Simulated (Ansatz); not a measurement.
# YbBi2IO4 (P4/mmm): equation of state with a fit from a Python script

Aim: an equation of state with a fit, for YbBi2IO4 (P4/mmm), run from a script.

Computed with the Python package of Ansatz 0.2.0. Level of theory: DFT PBEsol, plane waves, PAW.

**1. The system**

The structure is tetragonal, space group P4/mmm (No. 123). The conventional cell has a = 3.875 Å, b = 3.875 Å, c = 9.548 Å, α = 90.00°, β = 90.00°, γ = 90.00°. Around Yb (site symmetry 4/mmm) lie 8 O at 2.34 Å. Around Bi (site symmetry 4mm) lie 4 O at 2.25 Å. I (site symmetry 4/mmm) is surrounded by 8 Bi at 3.59 Å. O (site symmetry 2mm) is surrounded by 2 Bi at 2.25 Å and 2 Yb at 2.34 Å.

The script holds or builds the structure itself.

**2. The script**

run_eos.py

```python
# -*- coding: utf-8 -*-
"""Equation of state of YbBi2IO4."""

import ansatz
import numpy as np
from scipy.optimize import curve_fit

vectors0 = np.array([
    [3.875, 0.0, 0.0],
    [0.0, 3.875, 0.0],
    [0.0, 0.0, 9.548],
])
sites = [
    ("Yb", (0.0, 0.0, 0.0)),
    ("Bi", (0.5, 0.5, 0.7429)),
    ("Bi", (0.5, 0.5, 0.2571)),
    ("I", (0.0, 0.0, 0.5)),
    ("O", (0.5, 0.0, 0.862)),
    ("O", (0.0, 0.5, 0.862)),
    ("O", (0.5, 0.0, 0.138)),
    ("O", (0.0, 0.5, 0.138)),
]


def make_crystal(cell):
    crystal = ansatz.Crystal(lattice=ansatz.Lattice.of(cell))
    for symbol, position in sites:
        crystal = crystal.atom(symbol, position)
    return crystal

def vinet(v, e0, v0, b0, b1):
    eta = (v / v0) ** (1 / 3)
    return e0 + 2 * b0 * v0 / (b1 - 1) ** 2 * (2 - (5 + 3 * b1 * (eta - 1) - 3 * eta) * np.exp(-1.5 * (b1 - 1) * (eta - 1)))

# scale the volume, keep shape and fractions
volumes, energies, pressures = [], [], []
for scale in np.linspace(0.88, 1.12, 7):
    cell = vectors0 * scale ** (1 / 3)
    calc = (
        make_crystal(cell).calculation()
        .functional("PBEsol")
        .occupations("Marzari-Vanderbilt", width=0.15)
        .pseudopotentials("paw")
        .basis(31 * ansatz.Ry)
        .kpoints(7, 7, 3)
        .stress()
    )
    r = calc.run(threads=1, pin="off").report
    volumes.append(abs(np.linalg.det(cell)) / len(sites))
    energies.append(r["free_energy_ev"] / len(sites))
    pressures.append(np.trace(r["stress_gpa"]) / 3)
    print(f"V = {volumes[-1]:8.4f} A^3/atom  F = {energies[-1]:.5f} eV/atom  P = {pressures[-1]:8.3f} GPa")

guess = (min(energies), volumes[int(np.argmin(energies))], 0.5, 4.5)
(e0, v0, b0, b1), _ = curve_fit(vinet, np.array(volumes), np.array(energies), p0=guess, maxfev=20000)
print(f"Vinet fit: V0 = {v0:.4f} A^3/atom, B0 = {160.21766 * b0:.1f} GPa, B1 = {b1:.2f}")
print("largest residual", round(1000 * float(np.abs(vinet(np.array(volumes), e0, v0, b0, b1) - energies).max()), 3), "meV/atom")
```

**3. The calls as engine input**

The package turns the script's settings into the engine's input (first run):

```yaml
crystal:
  lattice:
    - [3.713350389223658, 0.0, 0.0]
    - [0.0, 3.713350389223658, 0.0]
    - [0.0, 0.0, 9.149695359047092]
  atoms:
    - { symbol: Yb, position: [0.0, 0.0, 0.0] }
    - { symbol: Bi, position: [0.5, 0.5, 0.7429] }
    - { symbol: Bi, position: [0.5, 0.5, 0.2571] }
    - { symbol: I, position: [0.0, 0.0, 0.5] }
    - { symbol: O, position: [0.5, 0.0, 0.862] }
    - { symbol: O, position: [0.0, 0.5, 0.862] }
    - { symbol: O, position: [0.5, 0.0, 0.138] }
    - { symbol: O, position: [0.0, 0.5, 0.138] }
basis:
  ecutwfc: 421.77648681281397
kpoints:
  mp_grid:
    grid: [7, 7, 3]
hamiltonian:
  xc: pbesol
  pseudopotentials:
    kind: paw
scf:
  occupations:
    method: cold
    width: 0.15
output:
  stress: true
```

**4. The run**

On the command line:

```sh
$ python run_eos.py
```

**Question.** Estimate the equilibrium volume and the bulk modulus.

As calculated:

| quantity | value |
| --- | --- |
| runs compared | 7 |
| range of energy | 101.24 meV/atom |
| lowest point, volume (Å³/atom) | 17.921 |
| equilibrium volume (fit) | 17.83 Å³/atom |
| bulk modulus (fit) | 109 GPa |

What this shows: A third-order Birch-Murnaghan fit through the 7 points (the script's own form differs a little) has its minimum at 17.83 Å³ an atom, 0.5 % below the typed cell, with a bulk modulus of 109 GPa and dB/dP = 4.5. From that minimum the energy rises by 101.4 meV an atom on the compressed side and 77.3 meV on the expanded side. Semilocal functionals put the nearly full 4f shell of Yb too close to the Fermi level. Shape and fractional positions are held along the curve, so the bulk modulus is an upper value where they are free to relax, by a factor of two or more in layered or hydrogen-bonded cells. The mesh is modest for a metal, so energies can be off by several to tens of meV an atom and pressures by half a GPa or more; differences at equal mesh fare better. Pressure is positive in compression. Spin-orbit coupling, which matters for elements this heavy, is left out.
